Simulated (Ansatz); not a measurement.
# GeH5OS: the cost of one run

Program: Ansatz 0.2.0. Level of theory: RKS PBE0/def2-SVP. These are calculated values, not measurements.

### Step 1. The structure to begin with

Bond lengths: O1–Ge2 1.687 Å, Ge2–S3 2.442 Å, O1–H4 0.960 Å, Ge2–H5 1.504 Å, Ge2–H6 1.498 Å, S3–H7 1.341 Å, S3–H8 1.342 Å. Angles: O1–Ge2–S3 100.1°, O1–Ge2–H5 117.1°, O1–Ge2–H6 105.5°, S3–Ge2–H5 103.1°, S3–Ge2–H6 102.7°, H5–Ge2–H6 124.4°, Ge2–O1–H4 129.0°, Ge2–S3–H7 99.0°, Ge2–S3–H8 94.5°, H7–S3–H8 93.6°.

As a file:

```xyz
8

O    -1.7052    0.1097   -0.3075
Ge   -0.2010    0.8085    0.0011
S     1.2404   -1.1440   -0.2682
H    -2.2362    0.1477   -1.1058
H     0.3304    1.7699   -1.0256
H    -0.1641    1.0452    1.4801
H     2.1857   -0.8316    0.6304
H     0.5500   -1.9053    0.5955
```

### Step 2. End point A

The input, input.yaml:

```yaml
crystal:
  periodic: [false, false, false]
  atoms:
    - { symbol: O, position_ang: [-1.70522, 0.10974, -0.30751] }
    - { symbol: Ge, position_ang: [-0.20097, 0.80845, 0.00112] }
    - { symbol: S, position_ang: [1.24044, -1.14404, -0.2682] }
    - { symbol: H, position_ang: [-2.23623, 0.14768, -1.10584] }
    - { symbol: H, position_ang: [0.33036, 1.76986, -1.02559] }
    - { symbol: H, position_ang: [-0.16413, 1.04516, 1.48011] }
    - { symbol: H, position_ang: [2.18572, -0.83157, 0.63038] }
    - { symbol: H, position_ang: [0.55004, -1.90528, 0.59553] }
total_charge: 1
basis:
  gaussian: { orbitals: def2-SVP }
hamiltonian:
  xc: pbe0
relax:
  f_tol: 0.015
  max_steps: 40
output:
  orbitals: {}
```

Started as:

```
$ ansatz run input.yaml --threads 1 --pin off --max-ram 2048MiB --backend cpu --events-out ev --progress --plain --runs-dir out
```

What time and memory should one allow on 1 thread of Arm Neoverse V1, shared host?

About 30 s, with a peak of 0.18 GiB.
